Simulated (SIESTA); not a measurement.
## NiMoIrPdW in SIESTA: the effect of Hubbard term

NiMoIrPdW:

```xyz
5
Lattice="4.1467 0.0000 0.0000 -2.0734 3.5911 0.0000 0.0000 0.0000 5.4163" Properties=species:S:1:pos:R:3 pbc="T T T"
Ni    0.0000    0.0000    0.1203
Mo    2.0734    1.1970    2.4913
Pd    0.0000    2.3941    4.0406
Ir    0.0000    2.3941    1.3888
W     2.0734    1.1970    5.4155
```

The cell was built by a generator and needn't be a form met in nature.

Alike in all runs:

| Property | Result |
| --- | --- |
| Program | SIESTA 5.4.2 |
| Task | density of states |
| Functional | PBE |
| Potentials or basis | PseudoDojo 0.4 standard (PBE files) |
| Basis | DZP (energy shift 0.003 Ry; two zetas on semicore shells) |
| Grid cutoff | 800 Ry |
| Energy shift | 0.003 Ry |
| k mesh | 7 × 7 × 5 |
| Occupations | fermi-dirac, width 0.05 eV |
| Spin | collinear spin, ferromagnetic start |
| Starting moments | [1.0, 1.0, 0.0, 0.6, 0.0] μB |
| Hubbard projector method | 1 |
| U from the first cycle | yes |
| broadening (eV) | 0.2 eV |
| window from (eV) | -25 eV |
| window to (eV) | 5 eV |

| Hubbard term | pressure (GPa) | largest force (eV/Å) |
| --- | --- | --- |
| none | 2.9 | 0.71 |
| Ir d U = 2 eV, Mo d U = 2 eV, Ni d U = 2 eV, Pd d U = 2 eV, W d U = 2 eV | 1.0 | 0.48 |
| Ir d U = 4 eV, Mo d U = 4 eV, Ni d U = 4 eV, Pd d U = 4 eV, W d U = 4 eV | ? | ? |

What does the run with Hubbard term Ir d U = 4 eV, Mo d U = 4 eV, Ni d U = 4 eV, Pd d U = 4 eV, W d U = 4 eV give?

Pressure -0.4 GPa; largest force 0.48 eV/Å.

Caveats: short orbitals over semicore shells can move pressures by several GPa; the valence orbitals were made in a potential fitted to the semicore shell under them, which widens gaps by tenths of an eV or more; the basis of atomic orbitals isn't converged, which shifts pressures, moduli and gaps; the U is typed as a test and isn't derived for this compound (some runs).
